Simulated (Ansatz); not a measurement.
**C₂H₆GeS₂: a ladder of functionals and wavefunction methods**

An exercise on one series of results from a longer session: the logs are not shown, and one member is left open.

Method: functionals in def2-TZVPP, the program's frozen cores in correlated methods; program: Ansatz 0.2.0, Gaussian basis.

Levels to be run: LDA (SPW92), PBE-D4, revPBE-D4, BLYP-D4, r2SCAN-D4, B97M-V, PBE0-D4, B3LYP-D4, r2SCANh-D4, r2SCAN0-D4, HSE06-D4, BHLYP-D4, CAM-B3LYP-D4, LC-ωPBE, ωB97X-V, ωB97M-V, B2PLYP, PBE-QIDH; CCSD(T)/def2-SVP; CCSD(T)/def2-TZVPP; MP2/def2-QZVPP; extrapolation to the limit; RPA on PBE.

### The geometry

An earlier PBE0-D4 in a triple-zeta def2 set relaxation fixed the geometry.

SMILES `C[S][Ge][S]C`, 11 atoms, charge 0, spin multiplicity 1.

Atoms are counted from 1 here; the program's logs count them from 0.

Bond lengths: C1–S2 1.810 Å, C1–H6 1.090 Å, C1–H7 1.090 Å, C1–H8 1.090 Å, S2–Ge3 2.223 Å, Ge3–S4 2.223 Å, S4–C5 1.815 Å, C5–H9 1.091 Å, C5–H10 1.090 Å, C5–H11 1.090 Å. Angles: S2–C1–H6 110.7°, S2–C1–H7 107.1°, S2–C1–H8 110.7°, H6–C1–H7 109.4°, H6–C1–H8 109.4°, H7–C1–H8 109.4°, C1–S2–Ge3 109.4°, S2–Ge3–S4 98.9°, Ge3–S4–C5 100.2°, S4–C5–H9 111.3°, S4–C5–H10 109.0°, S4–C5–H11 109.0°, H9–C5–H10 109.1°, H9–C5–H11 109.1°, H10–C5–H11 109.3°.

Coordinates:

```tsv
atom	x (Å)	y (Å)	z (Å)
C1	-0.94641	-1.12093	1.99371
S2	0.76408	-1.67193	1.77846
Ge3	1.63871	-0.67958	-0.00876
S4	-0.12206	0.52887	-0.62590
C5	0.55383	1.35681	-2.09226
H6	-0.98750	-0.04356	2.15121
H7	-1.33818	-1.63100	2.87380
H8	-1.54886	-1.38378	1.12474
H9	1.58981	1.06420	-2.27131
H10	-0.04734	1.08868	-2.96053
H11	0.50912	2.43512	-1.94246
```

The first run:

Contents of in.yaml:

```yaml
crystal:
  periodic: [false, false, false]
  atoms:
    - {symbol: C, position_ang: [-0.946413, -1.120934, 1.993706]}
    - {symbol: S, position_ang: [0.764081, -1.671929, 1.778460]}
    - {symbol: Ge, position_ang: [1.638715, -0.679581, -0.008756]}
    - {symbol: S, position_ang: [-0.122057, 0.528867, -0.625903]}
    - {symbol: C, position_ang: [0.553826, 1.356805, -2.092262]}
    - {symbol: H, position_ang: [-0.987499, -0.043561, 2.151205]}
    - {symbol: H, position_ang: [-1.338181, -1.630997, 2.873800]}
    - {symbol: H, position_ang: [-1.548865, -1.383777, 1.124738]}
    - {symbol: H, position_ang: [1.589813, 1.064203, -2.271306]}
    - {symbol: H, position_ang: [-0.047339, 1.088684, -2.960528]}
    - {symbol: H, position_ang: [0.509120, 2.435120, -1.942455]}
basis:
  gaussian: {orbitals: def2-TZVPP}
hamiltonian: {xc: lda}
output: {orbitals: {seedname: orbitals}}
```

Launch:

```console
ansatz run in.yaml --threads 2 --pin off --events-out ev --progress --plain --max-ram 32768MiB --backend cuda --devices 0, --max-vram 18GiB
```

Among the steps run: LDA; PBE-D4 (GGA); revPBE-D4 (GGA); BLYP-D4 (GGA); r2SCAN-D4 (meta-GGA); B97M-V (meta-GGA); B3LYP-D4 (hybrid); r2SCANh-D4 (hybrid); r2SCAN0-D4 (hybrid); HSE06-D4 (hybrid); BHLYP-D4 (hybrid); CAM-B3LYP-D4 (range-separated); LC-ωPBE (range-separated); ωB97X-V (range-separated); ωB97M-V (range-separated); B2PLYP (double hybrid); PBE-QIDH (double hybrid).

One of the session's tables, all rows but one given; the rest of the session is left out.

It belongs to the step «Frontier levels by functional». 

| functional | HOMO (eV) | LUMO (eV) | gap (eV) |
| --- | --- | --- | --- |
| LDA (SPW92) | -5.91 | -2.80 | 3.11 |
| PBE-D4 | -5.78 | -2.60 | 3.19 |
| revPBE-D4 | -5.73 | -2.52 | 3.21 |
| BLYP-D4 | -5.60 | -2.47 | 3.13 |
| r2SCAN-D4 | -6.05 | -2.58 | 3.46 |
| B97M-V | -6.08 | -2.47 | 3.61 |
| PBE0-D4 | -6.87 | -1.93 | 4.94 |
| B3LYP-D4 | -6.65 | -2.10 | 4.55 |
| r2SCANh-D4 | -6.46 | -2.32 | 4.13 |
| r2SCAN0-D4 | -7.04 | -1.93 | 5.11 |
| HSE06-D4 | -6.49 | -2.30 | 4.19 |
| BHLYP-D4 | ? | ? | ? |
| CAM-B3LYP-D4 | -8.11 | -0.95 | 7.16 |
| LC-ωPBE | -9.37 | 0.03 | 9.40 |
| ωB97X-V | -9.05 | -0.01 | 9.04 |
| ωB97M-V | -8.93 | -0.08 | 8.85 |

**Question.** Estimate the row for BHLYP-D4.

Worked estimate for «HOMO (eV)». Against the share of exact exchange, BLYP-D4 (0, -5.60), B3LYP-D4 (0.2, -6.65) give a slope of -5.25 per unit share; at 0.5 the line stands at -8.22.

The run gave: HOMO (eV): -7.77; LUMO (eV): -1.12; gap (eV): 6.65. In «HOMO (eV)» the line misses by -0.45.
